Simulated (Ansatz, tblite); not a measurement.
# C34H34O8S4Si2: rung by rung

How do method and basis change the picture of C34H34O8S4Si2 (singlet)?

Program: Ansatz 0.2.0, Gaussian basis. Level of theory: as each input shows. These are calculated values, not measurements.

Plan: GFN1-xTB, GFN2-xTB, PBE-D4/def2-SVP, r2SCAN-D4/def2-SVP.

1 further run of the same task is left out (set aside as unsound or not needed).

## 1. The relaxed structure

The singlet was relaxed beforehand with PBE-D4/def2-SVP.

82 atoms, charge 0, spin multiplicity 1.

Bond lengths: C1–Si2 1.892 Å, C1–H49 1.109 Å, C1–H50 1.110 Å, C1–H51 1.109 Å, Si2–C3 1.893 Å, Si2–C4 1.892 Å, Si2–C5 1.842 Å, C3–H52 1.109 Å, C3–H53 1.110 Å, C3–H54 1.109 Å, C4–H55 1.109 Å, C4–H56 1.110 Å, C4–H57 1.109 Å, C5–C6 1.240 Å, C6–C7 1.401 Å, C7–S8 1.763 Å, C7–C44 1.399 Å, S8–C9 1.756 Å and more. Angles: Si2–C1–H49 110.9°, Si2–C1–H50 110.6°, Si2–C1–H51 110.9°, H49–C1–H50 108.2°, H49–C1–H51 108.0°, H50–C1–H51 108.2°, C1–Si2–C3 110.3°, C1–Si2–C4 110.3°, C1–Si2–C5 108.2°, C3–Si2–C4 109.9°, C3–Si2–C5 109.0°, C4–Si2–C5 109.1°, Si2–C3–H52 110.9°, Si2–C3–H53 110.7°, Si2–C3–H54 110.9°, H52–C3–H53 108.2°, H52–C3–H54 107.9°, H53–C3–H54 108.1° and more.

PBE0-D4/def2-SVP was run before; its log isn't repeated, and its numbers join the tables.

## 2. GFN1-xTB

Tight binding, by tblite at 300 K electronic temperature and without a spin-polarisation term:

```python
tblite.interface.Calculator('GFN1-xTB', numbers, positions, charge=0, uhf=0).singlepoint()
```

Energy -3979.8687 eV, HOMO -9.84 eV, LUMO -8.33 eV; 0.63 s.

## 3. GFN2-xTB

Tight binding, by tblite at 300 K electronic temperature and without a spin-polarisation term:

```python
tblite.interface.Calculator('GFN2-xTB', numbers, positions, charge=0, uhf=0).singlepoint()
```

Energy -3782.4709 eV, HOMO -9.16 eV, LUMO -7.71 eV; 0.61 s.

## 4. PBE-D4/def2-SVP

start.molden holds the orbitals of an earlier run on this state, given as this run's starting guess.

in.yaml

```yaml
crystal:
  periodic: [false, false, false]
  atoms:
    - {symbol: C, position_ang: [-12.113894, 0.778263, 1.471301]}
    - {symbol: Si, position_ang: [-10.648121, 0.194012, 2.515428]}
    - {symbol: C, position_ang: [-10.351267, 1.385932, 3.955261]}
    - {symbol: C, position_ang: [-10.967058, -1.549931, 3.177079]}
    - {symbol: C, position_ang: [-9.151613, 0.167132, 1.441131]}
    - {symbol: C, position_ang: [-8.152566, 0.157434, 0.707489]}
    - {symbol: C, position_ang: [-7.019542, 0.144501, -0.115995]}
    - {symbol: S, position_ang: [-5.427226, -0.302718, 0.494291]}
    - {symbol: C, position_ang: [-4.660149, -0.043315, -1.063699]}
    - {symbol: C, position_ang: [-3.240796, -0.202426, -1.217281]}
    - {symbol: S, position_ang: [-2.152772, 0.191433, 0.109545]}
    - {symbol: C, position_ang: [-0.723016, -0.238255, -0.822987]}
    - {symbol: C, position_ang: [0.600188, -0.148914, -0.287708]}
    - {symbol: S, position_ang: [2.037196, -0.523296, -1.238128]}
    - {symbol: C, position_ang: [3.117352, -0.139072, 0.102264]}
    - {symbol: C, position_ang: [4.541044, -0.232562, -0.002460]}
    - {symbol: S, position_ang: [5.616633, 0.178783, 1.325250]}
    - {symbol: C, position_ang: [7.061058, -0.176430, 0.373224]}
    - {symbol: C, position_ang: [8.344086, -0.032291, 0.914686]}
    - {symbol: C, position_ang: [9.473470, 0.102937, 1.408217]}
    - {symbol: Si, position_ang: [11.149423, 0.313860, 2.141860]}
    - {symbol: C, position_ang: [11.176962, -0.509113, 3.845988]}
    - {symbol: C, position_ang: [11.524492, 2.161387, 2.313111]}
    - {symbol: C, position_ang: [12.412867, -0.504266, 0.994993]}
    - {symbol: C, position_ang: [6.697441, -0.597988, -0.910520]}
    - {symbol: C, position_ang: [5.290945, -0.625924, -1.115927]}
    - {symbol: O, position_ang: [4.722113, -0.996414, -2.302153]}
    - {symbol: C, position_ang: [5.665948, -0.972675, -3.375433]}
    - {symbol: C, position_ang: [6.971035, -1.641611, -2.961179]}
    - {symbol: O, position_ang: [7.589935, -0.944033, -1.877112]}
    - {symbol: C, position_ang: [2.371525, 0.248755, 1.219210]}
    - {symbol: C, position_ang: [0.969953, 0.244209, 1.001789]}
    - {symbol: O, position_ang: [0.069777, 0.596929, 1.966021]}
    - {symbol: C, position_ang: [0.687843, 1.293927, 3.052414]}
    - {symbol: C, position_ang: [1.978082, 0.602938, 3.478339]}
    - {symbol: O, position_ang: [2.933504, 0.602600, 2.411887]}
    - {symbol: C, position_ang: [-1.104956, -0.643140, -2.104946]}
    - {symbol: C, position_ang: [-2.512061, -0.637181, -2.325915]}
    - {symbol: O, position_ang: [-3.067274, -1.071154, -3.492286]}
    - {symbol: C, position_ang: [-2.118363, -1.106054, -4.558051]}
    - {symbol: C, position_ang: [-0.820899, -1.772199, -4.115036]}
    - {symbol: O, position_ang: [-0.205461, -1.033887, -3.056269]}
    - {symbol: C, position_ang: [-5.610303, 0.355909, -2.008298]}
    - {symbol: C, position_ang: [-6.933627, 0.446451, -1.479662]}
    - {symbol: O, position_ang: [-8.003453, 0.826016, -2.228721]}
    - {symbol: C, position_ang: [-7.718837, 0.808278, -3.630322]}
    - {symbol: C, position_ang: [-6.362262, 1.437461, -3.916098]}
    - {symbol: O, position_ang: [-5.311905, 0.693278, -3.296333]}
    - {symbol: H, position_ang: [-12.286936, 0.095621, 0.614969]}
    - {symbol: H, position_ang: [-13.040338, 0.809423, 2.081815]}
    - {symbol: H, position_ang: [-11.931639, 1.794562, 1.067221]}
    - {symbol: H, position_ang: [-10.153750, 2.412461, 3.585449]}
    - {symbol: H, position_ang: [-11.236782, 1.422524, 4.623837]}
    - {symbol: H, position_ang: [-9.477354, 1.067341, 4.559192]}
    - {symbol: H, position_ang: [-10.102908, -1.912619, 3.770013]}
    - {symbol: H, position_ang: [-11.863775, -1.563896, 3.831391]}
    - {symbol: H, position_ang: [-11.133693, -2.264761, 2.345953]}
    - {symbol: H, position_ang: [12.173148, -0.393083, 4.321975]}
    - {symbol: H, position_ang: [10.420202, -0.054024, 4.516954]}
    - {symbol: H, position_ang: [10.954664, -1.592553, 3.767088]}
    - {symbol: H, position_ang: [12.529565, 2.320454, 2.757012]}
    - {symbol: H, position_ang: [11.499049, 2.663600, 1.324754]}
    - {symbol: H, position_ang: [10.777351, 2.657240, 2.965723]}
    - {symbol: H, position_ang: [13.439134, -0.393175, 1.403049]}
    - {symbol: H, position_ang: [12.389933, -0.042053, -0.012608]}
    - {symbol: H, position_ang: [12.201442, -1.586515, 0.880057]}
    - {symbol: H, position_ang: [5.861417, 0.080136, -3.683653]}
    - {symbol: H, position_ang: [5.198173, -1.511841, -4.221829]}
    - {symbol: H, position_ang: [6.773542, -2.697853, -2.666271]}
    - {symbol: H, position_ang: [7.697951, -1.636165, -3.796431]}
    - {symbol: H, position_ang: [-0.045981, 1.303336, 3.881563]}
    - {symbol: H, position_ang: [0.903540, 2.344971, 2.751669]}
    - {symbol: H, position_ang: [2.449628, 1.136800, 4.325993]}
    - {symbol: H, position_ang: [1.761557, -0.444955, 3.789034]}
    - {symbol: H, position_ang: [-1.909358, -0.070328, -4.913452]}
    - {symbol: H, position_ang: [-2.588323, -1.676439, -5.382961]}
    - {symbol: H, position_ang: [-1.027935, -2.813905, -3.777440]}
    - {symbol: H, position_ang: [-0.089188, -1.805502, -4.945741]}
    - {symbol: H, position_ang: [-8.531580, 1.375154, -4.125021]}
    - {symbol: H, position_ang: [-7.734539, -0.241107, -4.005752]}
    - {symbol: H, position_ang: [-6.351590, 2.490199, -3.548558]}
    - {symbol: H, position_ang: [-6.150062, 1.439376, -5.003272]}
basis:
  gaussian: {orbitals: def2-SVP, fitting: {mean_field: def2-universal-jkfit}, initial_orbitals: start.molden}
hamiltonian: {xc: pbe, dispersion: d4}
scf: {omitted_lower_state_checks: [starts]}
output: {orbitals: {seedname: orbitals}}
```

On the command line:

```
$ ansatz run in.yaml --threads 4 --pin off --events-out ev --progress --plain --max-ram 66560MiB --backend cuda --devices 0, --max-vram 37GiB
```

The runs that follow: r2SCAN-D4/def2-SVP.

Before running them: what should the planned runs give, taken together? Wanted: gap in def2-SVP, named functionals, smallest and largest; binding an atom, functionals in def2-SVP.

**Answer**, as computed:

| quantity | value |
| --- | --- |
| gap in def2-SVP, named functionals, smallest and largest | 1.58 eV (PBE-D4), 2.83 eV (PBE0-D4) |
| binding an atom, functionals in def2-SVP | 4.83 (r2SCAN-D4) to 5.00 eV (PBE-D4) |

Over the named functionals in def2-SVP the gap runs from 1.58 eV (PBE-D4) to 2.83 eV (PBE0-D4); exact exchange widens it.
